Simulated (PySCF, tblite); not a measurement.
# CH₁₀NSi₃ radical, a small gas-phase stand-in for a defect centre (Si site with back bonds [SiH3], N[SiH3], C): EPR parameters

Aim: the EPR parameters of `C[Si]([SiH3])N[SiH3]`. It is drawn as: dangling bond.

Computed with tblite 0.8.0 and PySCF 2.14.0; each step states its level. No surroundings beyond the atoms listed, unless a continuum is named. Atoms count from 0, parts from 1.

## 1. The system as given

15 atoms, charge 0, multiplicity 2; geometry: distance geometry start.

## 2. Geometry optimisation with GFN2-xTB

The job: settings as JSON, then the geometry in Å.

```
{"job": {"kind": "relax", "xc": "GFN2-xTB", "basis": "xTB"}, "charge": 0, "multiplicity": 2}
Si    -0.142958     0.480922     0.373482
Si    -1.689491    -1.285245     0.408511
N      1.209171     0.294962    -0.650141
Si     2.392424    -0.707974     0.028125
C     -1.064179     2.051137    -0.016228
H     -1.013460    -2.514450     0.876699
H     -2.179172    -1.499974    -1.011628
H     -2.796910    -0.942691     1.290348
H      0.903756    -0.066886    -1.557388
H      1.825989    -2.075320     0.173158
H      3.506540    -0.734624    -0.920282
H      2.801253    -0.157734     1.332348
H     -1.470123     2.021020    -1.011727
H     -0.371645     2.907164     0.033551
H     -1.882546     2.225338     0.695941
```

Level: GFN2-xTB geometry optimisation, gas phase.

The run is started by

```sh
$ OMP_NUM_THREADS=1 python cluster_run.py task.json out
```

This one command runs all jobs of the session in turn.

Standard output:

```text
step      E/eV     max force
  0    -416.58246    2.295
  1    -416.71793    0.964
  2    -416.76253    0.607
  3    -416.79249    0.656
  4    -416.82567    0.569
  5    -416.85653    0.583
  6    -416.88377    0.468
  7    -416.90583    0.349
  8    -416.92582    0.320
  9    -416.94310    0.343
 10    -416.95597    0.371
 11    -416.96802    0.310
 12    -416.97901    0.368
 13    -416.98652    0.324
 14    -416.99354    0.213
 15    -416.99976    0.185
 16    -417.00716    0.184
 17    -417.01290    0.197
 18    -417.02028    0.219
 19    -417.02752    0.173
 20    -417.03412    0.180
 21    -417.03953    0.195
 22    -417.04505    0.181
 23    -417.05083    0.199
 24    -417.05671    0.188
 25    -417.06038    0.312
 26    -417.06226    0.251
 27    -417.06515    0.124
 28    -417.06795    0.121
 29    -417.07224    0.231
 30    -417.07727    0.244
 31    -417.08218    0.185
 32    -417.08526    0.119
 33    -417.08746    0.095
 34    -417.09001    0.124
 35    -417.09209    0.155
 36    -417.09308    0.124
 37    -417.09416    0.081
 38    -417.09498    0.060
 39    -417.09651    0.083
 40    -417.09771    0.088
 41    -417.09913    0.105
 42    -417.10013    0.062
 43    -417.10102    0.060
 44    -417.10175    0.065
 45    -417.10259    0.078
 46    -417.10343    0.073
 47    -417.10423    0.064
 48    -417.10497    0.073
 49    -417.10570    0.110
 50    -417.10638    0.118
 51    -417.10702    0.083
 52    -417.10775    0.065
 53    -417.10879    0.078
 54    -417.10995    0.105
 55    -417.11138    0.144
 56    -417.11234    0.093
 57    -417.11310    0.054
 58    -417.11367    0.060
 59    -417.11540    0.118
 60    -417.11743    0.169
 61    -417.11964    0.134
 62    -417.12107    0.115
 63    -417.12181    0.127
 64    -417.12250    0.101
 65    -417.12341    0.106
 66    -417.12640    0.137
 67    -417.12782    0.122
 68    -417.13000    0.099
 69    -417.13155    0.108
 70    -417.13299    0.076
 71    -417.13375    0.055
 72    -417.13427    0.069
 73    -417.13464    0.042
 74    -417.13501    0.037
 75    -417.13532    0.040
 76    -417.13579    0.049
 77    -417.13625    0.050
 78    -417.13661    0.039
 79    -417.13684    0.031
 80    -417.13702    0.040
 81    -417.13717    0.044
 82    -417.13733    0.037
 83    -417.13749    0.030
 84    -417.13767    0.047
 85    -417.13792    0.063
 86    -417.13826    0.075
 87    -417.13864    0.058
 88    -417.13898    0.052
 89    -417.13924    0.055
 90    -417.13946    0.056
 91    -417.13966    0.042
 92    -417.13984    0.031
 93    -417.13999    0.037
 94    -417.14016    0.040
 95    -417.14038    0.045
 96    -417.14063    0.037
 97    -417.14082    0.024
 98    -417.14096    0.026
 99    -417.14106    0.023
100    -417.14115    0.024
101    -417.14123    0.019
102    -417.14131    0.017
103    -417.14137    0.021
104    -417.14144    0.021
105    -417.14150    0.019
106    -417.14156    0.015
107    -417.14160    0.017
108    -417.14166    0.021
109    -417.14172    0.022
110    -417.14179    0.023
111    -417.14186    0.025
112    -417.14193    0.029
113    -417.14202    0.030
114    -417.14215    0.029
115    -417.14236    0.049
116    -417.14266    0.067
117    -417.14300    0.066
118    -417.14326    0.044
119    -417.14340    0.031
120    -417.14352    0.025
121    -417.14363    0.020
122    -417.14371    0.022
123    -417.14378    0.024
124    -417.14385    0.023
125    -417.14391    0.018
126    -417.14396    0.016
127    -417.14400    0.018
128    -417.14405    0.018
129    -417.14411    0.022
130    -417.14419    0.024
131    -417.14430    0.039
132    -417.14444    0.045
133    -417.14458    0.038
134    -417.14471    0.028
135    -417.14481    0.028
136    -417.14491    0.034
137    -417.14501    0.034
138    -417.14511    0.025
139    -417.14518    0.020
140    -417.14521    0.020
141    -417.14525    0.014
142    -417.14531    0.020
143    -417.14536    0.020
144    -417.14543    0.027
145    -417.14547    0.023
146    -417.14554    0.020
147    -417.14562    0.019
148    -417.14571    0.019
149    -417.14578    0.018
150    -417.14582    0.017
151    -417.14586    0.011
152    -417.14589    0.012
153    -417.14592    0.014
154    -417.14595    0.014
155    -417.14598    0.012
156    -417.14600    0.012
157    -417.14601    0.011
158    -417.14602    0.009
159    -417.14603    0.005
```

Run time: 4.7 s. Hardware: 1 thread of Arm Neoverse V1, shared host.

The steps of the relaxation:

| step | energy from step 0 (eV) | largest force (eV/Å) |
| --- | --- | --- |
| 0 | 0.0000 | 2.2948 |
| 6 | -0.3013 | 0.4680 |
| 12 | -0.3965 | 0.3676 |
| 18 | -0.4378 | 0.2183 |
| 24 | -0.4742 | 0.1880 |
| 30 | -0.4948 | 0.2434 |
| 36 | -0.5106 | 0.1233 |
| 42 | -0.5177 | 0.0623 |
| 48 | -0.5225 | 0.0731 |
| 54 | -0.5275 | 0.1045 |
| 60 | -0.5350 | 0.1693 |
| 66 | -0.5439 | 0.1377 |
| 72 | -0.5518 | 0.0685 |
| 78 | -0.5541 | 0.0381 |
| 84 | -0.5552 | 0.0467 |
| 90 | -0.5570 | 0.0560 |
| 96 | -0.5582 | 0.0366 |
| 102 | -0.5588 | 0.0175 |
| 108 | -0.5592 | 0.0208 |
| 114 | -0.5597 | 0.0293 |
| 120 | -0.5611 | 0.0251 |
| 126 | -0.5615 | 0.0163 |
| 132 | -0.5620 | 0.0450 |
| 138 | -0.5626 | 0.0251 |
| 144 | -0.5630 | 0.0266 |
| 150 | -0.5634 | 0.0175 |
| 156 | -0.5635 | 0.0116 |
| 159 | -0.5636 | 0.0045 |

Distances of close pairs at the start and the end, largest changes first:

| bond | before (Å) | after (Å) | change (Å) |
| --- | --- | --- | --- |
| Si0–C4 | 1.862 | 1.918 | +0.057 |
| Si0–Si1 | 2.348 | 2.294 | -0.054 |
| Si0–N2 | 1.706 | 1.751 | +0.045 |
| Si1–H6 | 1.517 | 1.473 | -0.045 |
| N2–Si3 | 1.693 | 1.729 | +0.036 |
| Si3–H9 | 1.487 | 1.461 | -0.026 |
| C4–H13 | 1.102 | 1.087 | -0.015 |
| N2–H8 | 1.023 | 1.009 | -0.015 |

## 3. Relaxing the molecule at PBE0-D3(BJ)/def2-SVP

The job: settings as JSON, then the geometry in Å.

```
{"job": {"xc": "PBE0", "basis": "def2-SVP", "d3": "d3bj", "grid": 2, "kind": "geom", "shake": 0.01}, "charge": 0, "multiplicity": 2}
Si    -0.352154     0.511684     0.623218
Si    -1.642585    -1.377219     0.489696
N      1.133220     0.359285    -0.230973
Si     2.360873    -0.903077    -0.154977
C     -1.112730     2.102872    -0.206530
H     -1.067483    -2.362732     1.404435
H     -1.899788    -2.111636    -0.753504
H     -2.948895    -1.012450     1.007577
H      1.478756     1.207341    -0.654776
H      1.578242    -2.162843    -0.089124
H      3.122693    -0.791375    -1.361093
H      3.191865    -0.776010     1.038771
H     -1.162315     2.022782    -1.289775
H     -0.557491     3.007703     0.048050
H     -2.133132     2.260303     0.143675
```

Standard output:

```text
step   0  E = -966.52318064  max force = 0.032888
step   1  E = -966.53300973  max force = 0.003781
step   2  E = -966.53330257  max force = 0.001797
step   3  E = -966.53340210  max force = 0.000728
step   4  E = -966.53349155  max force = 0.000718
step   5  E = -966.53360828  max force = 0.001266
step   6  E = -966.53364871  max force = 0.000863
step   7  E = -966.53369077  max force = 0.000577
step   8  E = -966.53370342  max force = 0.000564
step   9  E = -966.53371538  max force = 0.000279
optimisation converged
```

It took 2.9 min on 1 thread of Arm Neoverse V1, shared host; peak memory 0.68 GiB.

Along the way:

| step | energy from step 0 (eV) | largest force component (eV/Å) |
| --- | --- | --- |
| 0 | 0.0000 | 1.6912 |
| 1 | -0.2675 | 0.1944 |
| 2 | -0.2754 | 0.0924 |
| 3 | -0.2781 | 0.0374 |
| 4 | -0.2806 | 0.0369 |
| 5 | -0.2838 | 0.0651 |
| 6 | -0.2849 | 0.0444 |
| 7 | -0.2860 | 0.0297 |
| 8 | -0.2863 | 0.0290 |
| 9 | -0.2867 | 0.0143 |

Distances of close pairs at the start and the end, largest changes first:

| bond | before (Å) | after (Å) | change (Å) |
| --- | --- | --- | --- |
| Si3–H10 | 1.431 | 1.495 | +0.064 |
| Si0–C4 | 1.949 | 1.889 | -0.060 |
| Si0–Si1 | 2.292 | 2.347 | +0.056 |
| Si1–H7 | 1.452 | 1.498 | +0.046 |
| Si3–H11 | 1.460 | 1.498 | +0.038 |
| Si1–H6 | 1.467 | 1.501 | +0.034 |
| Si0–N2 | 1.720 | 1.753 | +0.033 |
| Si1–H5 | 1.462 | 1.496 | +0.033 |

The end geometry stands in the next job.

| at the end point | value |
| --- | --- |
| point group (found at 0.08 Å tolerance) | C1 |
| rotational constants (GHz, main isotopes) | 2.701, 1.542, 1.047 |
| dipole moment (D) | 1.84 |
| ⟨S²⟩ | 0.753 |

## 4. g tensor and hyperfine couplings: B3LYP/IGLO-III+pcH-1

The job: settings as JSON, then the geometry in Å.

```
{"job": {"kind": "epr"}, "charge": 0, "multiplicity": 2}
Si    -0.328559     0.675662     0.627677
Si    -1.540030    -1.333632     0.561005
N      1.248046     0.475905    -0.113354
Si     2.261767    -0.942120    -0.176336
C     -1.230922     2.076684    -0.261624
H     -0.957324    -2.348444     1.492497
H     -1.637663    -1.950464    -0.803420
H     -2.925618    -1.012014     1.031205
H      1.704024     1.346116    -0.381489
H      1.367407    -2.135954    -0.245985
H      3.125120    -0.873579    -1.394788
H      3.160397    -1.104665     1.010670
H     -1.333086     1.853232    -1.336649
H     -0.688487     3.030185    -0.158564
H     -2.236342     2.217250     0.163703
```

Level: UKS B3LYP, IGLO-III on C N Si, pcH-1 on H, non-relativistic, mean-field spin-orbit, GIAO.

Standard output:

```text
UKS, coarse grid
  cycle   1  E = -967.41606733  |g| = 4.31e-01
  cycle   2  E = -967.30001764  |g| = 6.48e-01
  cycle   3  E = -967.48761117  |g| = 1.04e-01
  cycle   4  E = -967.49194059  |g| = 3.93e-02
  cycle   5  E = -967.49268816  |g| = 8.67e-03
  cycle   6  E = -967.49272963  |g| = 1.90e-03
  cycle   7  E = -967.49273170  |g| = 6.38e-04
UKS, final grid
  cycle   1  E = -967.49275846  |g| = 5.70e-04
  cycle   2  E = -967.49275839  |g| = 7.39e-04
  cycle   3  E = -967.49275862  |g| = 1.54e-04
  cycle   4  E = -967.49275863  |g| = 2.80e-05
  cycle   5  E = -967.49275863  |g| = 1.12e-05
E = -967.49275863 Eh   <S^2> = 0.7525 (exact 0.7500)
g shifts (ppm)      1          2          3
  rmc          -149       -149       -149
  gc             12         50         65
  oz_so        -226        116       1867
  total        -363         17       1783
hyperfine (MHz)  atom isotope    a_iso     a_fc   dipolar eigenvalues
    0  29Si    -476.95    -478.06   -136.86     67.95     68.91
    1  29Si     -95.46     -95.61    -17.81      7.11     10.69
    2   14N       8.01       8.00     -5.98     -5.55     11.53
    3  29Si       3.35       3.35     -1.10      0.41      0.70
    4   13C      36.52      36.51     -4.57     -3.76      8.33
    5    1H      -5.91      -5.91     -2.48     -1.20      3.68
    6    1H      60.51      60.51     -2.39     -0.38      2.76
    7    1H      -4.43      -4.43     -2.64     -1.23      3.86
    8    1H      -7.66      -7.69     -7.26     -2.75     10.01
    9    1H      -0.25      -0.25     -1.55     -1.01      2.56
   10    1H       7.58       7.58     -1.11     -0.94      2.05
   11    1H       3.43       3.43     -1.25     -1.04      2.29
   12    1H      51.35      51.35     -3.72      0.09      3.63
   13    1H       7.82       7.82     -4.27     -2.59      6.85
   14    1H      -2.74      -2.74     -3.99     -2.03      6.02
```

Wall time 1.8 min (1 thread of Arm Neoverse V1, shared host); peak memory 0.97 GiB.

Principal g values 2.00196, 2.00234, 2.00410; g(iso) = 2.00280, against 2.00232 for a free electron.

Hyperfine couplings, nucleus by nucleus at this fixed geometry (no averaging over rotations):

| nuclei | isotope | a(iso) (MHz) | a(iso) (G, at g = 2.0023) | largest dipolar term (MHz) |
| --- | --- | --- | --- | --- |
| Si0 | 29Si | -477.0 | -170.2 | -136.9 |
| Si1 | 29Si | -95.5 | -34.1 | -17.8 |
| H6 | 1H | 60.5 | 21.6 | 2.8 |
| H12 | 1H | 51.4 | 18.3 | -3.7 |
| C4 | 13C | 36.5 | 13.0 | 8.3 |
| N2 | 14N | 8.0 | 2.9 | 11.5 |
| H13 | 1H | 7.8 | 2.8 | 6.9 |
| H8 | 1H | -7.7 | -2.7 | 10.0 |
| H10 | 1H | 7.6 | 2.7 | 2.0 |
| H5 | 1H | -5.9 | -2.1 | 3.7 |
| H7 | 1H | -4.4 | -1.6 | 3.9 |
| H11 | 1H | 3.4 | 1.2 | 2.3 |
| Si3 | 29Si | 3.4 | 1.2 | -1.1 |
| H14 | 1H | -2.7 | -1.0 | 6.0 |

Mulliken spin populations:

Si0 0.81; Si1 0.05; N2 0.08; Si3 0.00; C4 0.00; H5 0.00; H6 0.03; H7 0.00; H8 -0.01; H9 0.00; H10 0.00; H11 0.00; H12 0.03; H13 0.00; H14 0.00

In first order the couplings over 0.8 MHz of 1H, 14N give 1536 distinct lines over 59.7 G.

The fields below are evaluated on a grid from the run's orbitals.

ELF in a plane through or near 8 of the atoms.

Ten even steps from '0' (0.00) to '9' (1.00):
```
0000000000000000000000000000
0000000000000000000000000000
0000000000000000000000000000
0000000000000000013310000000
0000000000277200189982000000
0000000000699610299994000000
0000011101699720279982000000
0000023324666631572277630000
0000134023814861694499992000
0000142571667613177699981000
0000123113201343441136620000
0000004899401799961000000000
0000005999202422145420000000
0000003761026328569998100000
0000000000289951199999300000
0000000000499984499999100000
0000000000389862148983000000
0000000000023210001100000000
0000000000000000000000000000
0000000000000000000000000000
```
The map spans 11.7 Å across and 10.8 Å up, centred on the molecule. Atoms in the plane (x, y in Å): Si1 (0.7, -2.0), N2 (-0.8, 1.0), Si3 (-2.4, 0.4), C4 (2.1, 1.2), H7 (2.0, -2.5), H8 (-0.8, 2.1), H13 (2.1, 2.2), H14 (3.1, 0.7).

log10 of the density (e/Å³) in the same plane.

Values, 10 rows by 14 columns:
```
-4.0 -4.0 -4.0 -4.0 -4.0 -4.0 -4.0 -4.0 -4.0 -4.0 -4.0 -4.0 -4.0 -4.0
-4.0 -4.0 -4.0 -4.0 -4.0 -4.0 -3.8 -4.0 -3.6 -3.3 -3.4 -4.0 -4.0 -4.0
-4.0 -4.0 -3.4 -3.0 -2.8 -2.0 -1.7 -2.3 -2.1 -1.2 -1.5 -2.6 -3.7 -4.0
-4.0 -3.2 -2.2 -1.7 -1.5 -0.6  0.1 -1.0 -1.0  0.1 -0.4 -1.7 -2.9 -4.0
-4.0 -2.6 -1.4 -0.5  0.2  0.2  0.8 -0.2 -0.2  0.3  0.2 -0.7 -2.3 -3.8
-4.0 -2.8 -1.7 -0.7 -0.2 -0.8 -0.9 -0.4 -0.4 -1.0 -1.3 -1.8 -2.9 -4.0
-4.0 -3.6 -2.5 -1.5 -0.8 -1.3 -1.0 -0.3 -0.1 -0.8 -1.7 -2.8 -3.9 -4.0
-4.0 -4.0 -3.7 -2.9 -2.4 -1.6 -0.5 -0.2 -0.3  0.1 -1.0 -2.5 -3.9 -4.0
-4.0 -4.0 -4.0 -4.0 -3.3 -2.2 -1.3 -1.2 -1.4 -1.4 -1.9 -3.0 -4.0 -4.0
-4.0 -4.0 -4.0 -4.0 -4.0 -3.6 -3.0 -2.9 -3.0 -3.1 -3.6 -4.0 -4.0 -4.0
```
The map spans 11.7 Å across and 10.8 Å up, centred on the molecule. Atoms in the plane (x, y in Å): Si1 (0.7, -2.0), N2 (-0.8, 1.0), Si3 (-2.4, 0.4), C4 (2.1, 1.2), H7 (2.0, -2.5), H8 (-0.8, 2.1), H13 (2.1, 2.2), H14 (3.1, 0.7).

On the surface of density 0.002 e/bohr³ the electrostatic potential runs, from the 1st to the 99th percentile, from -0.39 V near N2 to 1.74 V near H8.

The spin density lies nearest to Si0 65 %; N2 10 %; Si1 7 %.

## 5. g tensor and hyperfine couplings: BHandHLYP/IGLO-III+pcH-1

Same as in step 4 but for these lines:

```diff
@@ -1,2 +1,2 @@
-{"job": {"kind": "epr"}, "charge": 0, "multiplicity": 2}
+{"job": {"kind": "epr", "xc": "BHandHLYP"}, "charge": 0, "multiplicity": 2}
 Si    -0.328559     0.675662     0.627677
```

Method: UKS BHandHLYP, IGLO-III on C N Si, pcH-1 on H, non-relativistic, mean-field spin-orbit, GIAO.

Standard output:

```text
UKS, coarse grid
  cycle   1  E = -967.30396576  |g| = 3.20e-01
  cycle   2  E = -967.31449915  |g| = 3.05e-01
  cycle   3  E = -967.35305794  |g| = 5.52e-02
  cycle   4  E = -967.35451230  |g| = 2.03e-02
  cycle   5  E = -967.35475537  |g| = 5.43e-03
  cycle   6  E = -967.35478149  |g| = 1.53e-03
  cycle   7  E = -967.35478606  |g| = 4.23e-04
UKS, final grid
  cycle   1  E = -967.35480301  |g| = 2.14e-04
  cycle   2  E = -967.35480312  |g| = 1.28e-04
  cycle   3  E = -967.35480315  |g| = 8.13e-05
  cycle   4  E = -967.35480316  |g| = 3.34e-05
  cycle   5  E = -967.35480316  |g| = 6.99e-06
E = -967.35480316 Eh   <S^2> = 0.7541 (exact 0.7500)
g shifts (ppm)      1          2          3
  rmc          -150       -150       -150
  gc             12         50         66
  oz_so        -229         34       1737
  total        -367        -66       1652
hyperfine (MHz)  atom isotope    a_iso     a_fc   dipolar eigenvalues
    0  29Si    -510.98    -512.08   -143.05     70.69     72.36
    1  29Si     -96.31     -96.45    -18.28      6.75     11.54
    2   14N      10.76      10.74     -5.75     -5.24     10.99
    3  29Si       4.30       4.30     -0.99      0.34      0.65
    4   13C      37.29      37.28     -4.57     -3.68      8.25
    5    1H      -7.10      -7.10     -2.49     -1.24      3.73
    6    1H      59.42      59.42     -2.28     -0.37      2.64
    7    1H      -4.69      -4.69     -2.62     -1.26      3.88
    8    1H      -9.07      -9.10     -7.22     -2.91     10.13
    9    1H      -0.36      -0.36     -1.52     -1.06      2.57
   10    1H       6.34       6.34     -1.06     -0.91      1.97
   11    1H       1.59       1.59     -1.25     -1.05      2.29
   12    1H      51.42      51.42     -3.68      0.16      3.52
   13    1H       7.09       7.09     -4.32     -2.64      6.96
   14    1H      -2.93      -2.93     -4.05     -2.13      6.18
```

It took 1.8 min on 1 thread of Arm Neoverse V1, shared host; peak memory 1 GiB.

In short: g(iso) 2.00273.

## 6. Run by run: EPR parameters

g, ⟨S²⟩ and isotropic hyperfine couplings (MHz), with basis size and wall time:

| run | g(iso) | ⟨S²⟩ | 29Si Si0 | 29Si Si1 | 1H H6 | 1H H12 | 13C C4 | functions | time |
| --- | --- | --- | --- | --- | --- | --- | --- | --- | --- |
| B3LYP/IGLO-III+pcH-1 | 2.00280 | 0.752 | -477.0 | -95.5 | 60.5 | 51.4 | 36.5 | 302 | 1.8 min |
| BHandHLYP/IGLO-III+pcH-1 | 2.00273 | 0.754 | -511.0 | -96.3 | 59.4 | 51.4 | 37.3 | 302 | 1.8 min |

## 7. Summary of results

```
                                                                  quantity                    value
                                                               point group                       C1
                                      rotational constants (main isotopes)     2.70, 1.54, 1.05 GHz
                                                            g(iso) (B3LYP)                  2.00280
                                                                      ⟨S²⟩       0.752 (exact 0.75)
                                                            largest a(iso)  29Si on Si0, -477.0 MHz
potential on the surface of density 0.002 e/bohr³, 1st and 99th percentile       -0.39 V and 1.74 V
```

What this shows: The start of the PBE0/def2-SVP relaxation was shaken at random by about 0.01 Å, so part of the energy gained, and of the first lengths quoted, undoes that. Over 9 steps the energy fell by 0.287 eV; of the close pairs, Si3–H10 changed most, 1.431 to 1.495 Å (PBE0/def2-SVP). No frequency check was run at this level, so the end point may be a saddle. Si0 carries the largest spin population, 0.81 e. The isotropic g lies 0.5 ppt above the free-electron value. The coupling of 29Si on Si0 runs from -511.0 (BHandHLYP/IGLO-III+pcH-1) to -477.0 MHz (B3LYP/IGLO-III+pcH-1). A capped cluster stands for the solid here, so long-range fields and strain are missing, and bands or shifts of the capping hydrogens have no counterpart in it.
